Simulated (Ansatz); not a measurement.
**InGa2N3: compression at zero temperature**

The task here is to estimate one member of a computed series from the others.

Computed with Ansatz 0.2.0 (DFT PBEsol, scalar-relativistic, plane waves, PAW, unless a step's input says otherwise).

2 further runs of the same task are left out: 2 set aside as unsound or not needed.

## Starting point

The structure is orthorhombic, space group Cmc2_1 (No. 36). The conventional cell has a = 9.906 Å, b = 5.714 Å, c = 5.336 Å, α = 90.00°, β = 90.00°, γ = 90.00°. In (site symmetry m) is surrounded by 4 N at 2.15 to 2.16 Å. Around Ga (site symmetry 1) lie 4 N at 1.95 to 1.96 Å. N (site symmetry 1) is surrounded by 3 Ga at 1.95 to 1.96 Å and 1 In at 2.15 Å. N (site symmetry m) has 2 Ga at 1.95 Å and 2 In at 2.16 Å in its first shell of neighbours.

Coordinates:

```cif
data_structure
_symmetry_space_group_name_H-M 'Cmc2_1'
_symmetry_Int_Tables_number 36
_cell_length_a 9.9060
_cell_length_b 5.7137
_cell_length_c 5.3356
_cell_angle_alpha 90.000
_cell_angle_beta 90.000
_cell_angle_gamma 90.000
_cell_volume 302.00
loop_
_atom_site_label
_atom_site_type_symbol
_atom_site_symmetry_multiplicity
_atom_site_Wyckoff_symbol
_atom_site_fract_x
_atom_site_fract_y
_atom_site_fract_z
_atom_site_occupancy
In1 In 4 a 0.00000 0.67478 0.48975 1
Ga1 Ga 8 b 0.67044 0.66344 0.49264 1
N1 N 8 b 0.68006 0.65358 0.85895 1
N2 N 4 a 0.00000 0.69212 0.89507 1
```

It goes back to an entry of the Materials Project, which need not be the stable form.

It is the result of an earlier relaxation at this level (volume 12.58 Å³/atom; gap on the mesh: 1.00 eV).

The first run:

input.yaml reads:

```yaml
crystal:
  lattice:
    - [4.9691407504, -2.866170618, 0.0]
    - [4.9691407504, 2.866170618, 0.0]
    - [0.0, 0.0, 5.3529677521]
  atoms:
    - { symbol: In, position: [0.3252227418, 0.6747772582, 0.9897489537] }
    - { symbol: In, position: [0.6747772582, 0.3252227418, 0.4897489537] }
    - { symbol: Ga, position: [0.0069945023, 0.3338844486, 0.9926402251] }
    - { symbol: Ga, position: [0.6661155514, 0.9930054977, 0.9926402251] }
    - { symbol: Ga, position: [0.9930054977, 0.6661155514, 0.4926402251] }
    - { symbol: Ga, position: [0.3338844486, 0.0069945023, 0.4926402251] }
    - { symbol: "N", position: [0.0264767013, 0.333644149, 0.3589520515] }
    - { symbol: "N", position: [0.666355851, 0.9735232987, 0.3589520515] }
    - { symbol: "N", position: [0.9735232987, 0.666355851, 0.8589520515] }
    - { symbol: "N", position: [0.333644149, 0.0264767013, 0.8589520515] }
    - { symbol: "N", position: [0.3078788725, 0.6921211275, 0.395067493] }
    - { symbol: "N", position: [0.6921211275, 0.3078788725, 0.895067493] }
basis:
  ecutwfc: 420
kpoints:
  mp_grid: { grid: [6, 6, 6] }
hamiltonian:
  xc: pbesol
scf:
  occupations: { method: gaussian, width: 0.02 }
output:
  forces: true
  stress: true
  eigenvalues: true
relax:
  adjacent_minimum: "off"
  f_tol: 0.008
  max_steps: 50
  cell: { stress_tol: 0.08, p_target: -1.0 }
```

Started as:

```sh
> ansatz run input.yaml --threads 2 --pin off --max-ram 5120MiB --backend cpu --events-out ev --progress --plain --runs-dir out
```

Among the steps run: Relaxing at -1 GPa; Band edges over the zone at -1 GPa; 1 GPa; Seeking the band edges at 1 GPa; Relaxing at 4 GPa; Band edges over the zone at 4 GPa; 12 GPa; The gap over the whole zone at 12 GPa; Target pressure 25 GPa; Seeking the band edges at 25 GPa.

One of the session's tables, all rows but one given; the rest of the session is left out.

Lengths are those of the vectors of the cell that was run:

```
P (GPa)  V (Å³/atom)  a (Å)  b (Å)  c (Å)  ΔH (eV/atom)
     -1        12.66  5.729  5.729  5.347        -0.079
      0        12.58  5.718  5.718  5.336         0.000
      1        12.51  5.707  5.707  5.324         0.078
      4            ?      ?      ?      ?             ?
     12        11.83  5.603  5.603  5.224         0.913
     25        11.22  5.507  5.507  5.131         1.847
```

Estimate the missing values for P (GPa) = 4.

Worked estimate for «V (Å³/atom)». A straight line through the neighbours (1, 12.51) and (12, 11.83) gives 12.51 + (11.83 − 12.51) × (4 − 1) / (12 − 1) = 12.32; a parabola fitted to 4 rows on both sides gives 12.31.

As computed: V (Å³/atom): 12.30; a (Å): 5.676; b (Å): 5.676; c (Å): 5.295; ΔH (eV/atom): 0.311. In «V (Å³/atom)» the line misses by +0.02 and the parabola by +0.01.

ΔH is E + PV over the energy at zero pressure; a, b and c are the vectors of the computed cell.
